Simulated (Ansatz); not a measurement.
# BFH₄OSSi: a ladder of functionals and wavefunction methods

Aim: compute BFH₄OSSi with functionals from several rungs and with coupled cluster, and see how far each lands from CCSD(T) at the basis-set limit for the atomisation energy.

Computed with Ansatz 0.2.0, Gaussian basis. Level: functionals in def2-TZVPP, the program's frozen cores in correlated methods.

The runs, in order: PBE-D4, r2SCAN-D4, PBE0-D4, B3LYP-D4, ωB97X-V, ωB97M-V, B2PLYP; CCSD(T)/def2-TZVPP; CCSD(T)/def2-QZVPP; extrapolation to the limit.

### Step 1. Structure used throughout

All runs share one geometry, relaxed beforehand with PBE0-D4 in a triple-zeta def2 set.

SMILES `FB(S)O[SiH3]`, 9 atoms, charge 0, spin multiplicity 1.

Atoms are counted from 1 here; the program's logs count them from 0.

Bond lengths: F1–B2 1.334 Å, B2–S3 1.811 Å, B2–O4 1.343 Å, S3–H6 1.342 Å, O4–Si5 1.656 Å, Si5–H7 1.483 Å, Si5–H8 1.481 Å, Si5–H9 1.481 Å. Angles: F1–B2–S3 120.1°, F1–B2–O4 120.8°, S3–B2–O4 119.0°, B2–S3–H6 95.1°, B2–O4–Si5 137.7°, O4–Si5–H7 110.8°, O4–Si5–H8 107.6°, O4–Si5–H9 107.6°, H7–Si5–H8 110.3°, H7–Si5–H9 110.3°, H8–Si5–H9 110.2°.

### Step 2. PBE-D4 (GGA)

Contents of in.yaml:

```yaml
crystal:
  periodic: [false, false, false]
  atoms:
    - {symbol: F, position_ang: [-1.514275, -0.605975, 0.831308]}
    - {symbol: B, position_ang: [-0.550827, -0.943286, -0.027146]}
    - {symbol: S, position_ang: [-0.542788, -2.588920, -0.782739]}
    - {symbol: O, position_ang: [0.423320, -0.075495, -0.344450]}
    - {symbol: Si, position_ang: [0.856520, 1.474060, 0.045294]}
    - {symbol: H, position_ang: [-1.655136, -3.010030, -0.160934]}
    - {symbol: H, position_ang: [-0.102960, 2.061501, 1.011087]}
    - {symbol: H, position_ang: [2.214210, 1.424704, 0.635593]}
    - {symbol: H, position_ang: [0.871937, 2.263452, -1.208024]}
basis:
  gaussian: {orbitals: def2-TZVPP}
hamiltonian: {xc: pbe, dispersion: d4}
output: {forces: true, orbitals: {seedname: orbitals}}
```

Launch:

```console
$ ansatz run in.yaml --threads 2 --pin off --events-out ev --progress --plain --max-ram 22528MiB --backend cpu
```

Further steps of the session: r2SCAN-D4 (meta-GGA); PBE0-D4 (hybrid); B3LYP-D4 (hybrid); ωB97X-V (range-separated); ωB97M-V (range-separated); B2PLYP (double hybrid); CCSD(T) in def2-TZVPP; CCSD(T) in def2-QZVPP.

Before running them: what should the planned runs give, taken together? Wanted: atomisation energy, CCSD(T)/CBS; farthest; mean size of error, hybrid; mean size of error, range-separated; gap, smallest and largest; T1 diagnostic; triples share of the correlation energy.

**Answer**, as computed:

| quantity | value |
| --- | --- |
| atomisation energy, CCSD(T)/CBS | 3402.4 kJ/mol |
| functionals within 17.0 kJ/mol (0.5 %) | B3LYP-D4, ωB97X-V, ωB97M-V |
| farthest | B2PLYP (-37.7 kJ/mol) |
| mean size of error, hybrid | 20.0 kJ/mol |
| mean size of error, range-separated | 14.7 kJ/mol |
| gap, smallest and largest | 5.73 eV (PBE-D4), 12.18 eV (ωB97X-V) |
| T1 diagnostic | 0.0126 |
| triples share of the correlation energy | 3.5 % |

In words: PBE-D4 is off by +30.1 kJ/mol. Double hybrids carry the basis error of their MP2 part in triple zeta, and no dispersion term here, so their miss is partly the set-up's. Misses under about 17.0 kJ/mol are within the doubt on the reference itself, which lacks core-valence correlation, relativity and higher excitations. Hartree-Fock recovers 75 % of the binding; the rest is correlation. Orbital gaps span 5.7 to 12.2 eV; exact exchange widens them.
